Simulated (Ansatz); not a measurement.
**HgPd: the crystal squeezed far**

The task here is to estimate one member of a computed series from the others.

Computed with Ansatz 0.2.0 (DFT, PBEsol, PAW with Ansatz's default frozen-core files, scalar-relativistic, unless a step's input says otherwise).

### The system as given

The structure is tetragonal, space group P4/mmm (No. 123). Conventional cell: a = 3.026 Å, b = 3.026 Å, c = 3.702 Å, α = 90.00°, β = 90.00°, γ = 90.00°. Hg (site symmetry 4/mmm) has 8 Pd at 2.83 Å and 4 Hg at 3.03 Å as nearest neighbours. Pd (site symmetry 4/mmm) is surrounded by 8 Hg at 2.83 Å and 4 Pd at 3.03 Å.

Structure file:

```
CELL_PARAMETERS angstrom
3.02600 0.00000 0.00000
0.00000 3.02600 0.00000
0.00000 0.00000 3.70200
ATOMIC_POSITIONS crystal
Hg 0.00000 0.00000 0.00000
Pd 0.50000 0.50000 0.50000
```

Whether this phase is the stable one at these pressures isn't tested.

Atoms are numbered in the order of the input: Hg1, Pd2.

Set-up of the first run:

The input, input.yaml:

```yaml
crystal:
  lattice:
    - [3.026, 0.0, 0.0]
    - [0.0, 3.026, 0.0]
    - [0.0, 0.0, 3.702]
  atoms:
    - { symbol: Hg, position: [0.0, 0.0, 0.0] }
    - { symbol: Pd, position: [0.5, 0.5, 0.5] }
kpoints:
  mp_grid: { grid: [12, 12, 10] }
  band_path:
    path:
      - [0.0, 0.0, 0.0]
      - [0.0, 0.5, 0.0]
      - [0.5, 0.5, 0.0]
      - [0.0, 0.0, 0.0]
      - [0.0, 0.0, 0.5]
      - [0.0, 0.5, 0.5]
      - [0.5, 0.5, 0.5]
      - [0.0, 0.0, 0.5]
      - [0.0, 0.5, 0.0]
    npoints: 6
scf:
  occupations: { method: fermi_dirac, width: 0.05 }
hamiltonian:
  xc: pbesol
  pseudopotentials: { kind: paw }
output:
  forces: true
  stress: true
  eigenvalues: true
  populations: true
```

Launch:

```
> ansatz run input.yaml --threads 1 --pin off --max-ram 2048MiB --backend cpu --events-out ev --progress --plain --runs-dir out
```

Among the steps run: Volume scaled by 1, PAW; Volume scaled by 0.85, PAW; Volume scaled by 0.55, PAW; Volume scaled by 0.5, PAW.

One table of the session follows, with a row left open; its other results are not shown here.

| method | volume over the first | volume (Å³/atom) | pressure (GPa) |
| --- | --- | --- | --- |
| PAW | 1 | ? | ? |
| PAW | 0.85 | 14.407 | 37.79 |
| PAW | 0.55 | 9.322 | 444.32 |
| PAW | 0.5 | 8.475 | 657.22 |

Q: Estimate the row for PAW, 1 from the others.

**Answer.** volume (Å³/atom): 16.949; pressure (GPa): -0.02. In the column «volume (Å³/atom)» it is the highest.

Caveats from the session: A fit over so wide a range leans to the high pressures, so B₀ can be off by several per cent. Spin-orbit coupling is left out, though the cell holds Hg; in elements this heavy it can shift bands and gaps by tenths of an eV.
